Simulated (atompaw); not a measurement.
# Te: the cost of one run

Program: atompaw 4.2.0.5. Reference atom: PBE, scalar-relativistic, spherical and spin-unpolarised. All values are calculated.

## Step 1: The design

The settings as typed:

| Item | Value |
| --- | --- |
| element | tellurium (Te, Z = 52) |
| type | PAW |
| frozen core | [Kr] |
| valence charge | 16 |
| reference configuration | 4d10 5s2 5p4 |
| partial waves | 5s (bound); 5s channel at -0.2 Ry; 5p (bound); 5p channel at 3.25 Ry; 4d (bound); 4d channel at 0.85 Ry; 4f channel at 0.15 Ry; 4f channel at 2.55 Ry |
| local potential | troulliermartins scheme with l = 4 at 1 Ry, radius 2.00 bohr |
| core correction | smooth core density matched at 2.45 bohr |
| augmentation charge | besselshape compensation charge, radius 2.05 bohr; PAW radius 2.70 bohr; waves and projectors: bloechl |

The outer shells as boxes (Hund's rule for the drawing; the calculation is spin-unpolarised):

```
[Kr] core
4d [↑↓][↑↓][↑↓][↑↓][↑↓]
5s [↑↓]
5p [↑↓][↑ ][↑ ]
```

The nodes and maxima of the atom's own shells, from an earlier all-electron run, set the scale for the radii.

All-electron outer shells of the reference configuration (PBE, scalar-relativistic, ld1.x):

```tsv
shell	level (eV)	outermost node (bohr)	outermost maximum (bohr)
4s	-164.39	0.38	0.70
4p	-114.41	0.38	0.74
4d	-41.65	0.36	0.81
5s	-15.11	0.91	1.80
5p	-5.95	1.00	2.17
```

## Step 2: Generating the potential

Contents of Te.input:

```
Te 52
GGA-PBE scalarrelativistic loggrid 1500 logderivrange -5 5 251
5 5 4 0 0 0
5 1 4
0 0 0
c
c
c
c
v
c
c
c
v
c
v
3
2.70 2.05 2.00 2.45
y
-0.2
n
y
3.25
n
y
0.85
n
y
0.15
y
2.55
n
bloechl besselshape
4 1 troulliermartins
PWSCFOUT
UPFDX 0.0125d0 UPFXMIN -7.d0 UPFZMESH 52.d0
END
```

Run with:

```sh
$ atompaw < Te.input > Te.log
```

**Question.** How long does this run take on 1 thread of Intel Xeon Platinum 8488C, shared host?

About 4.2 s.
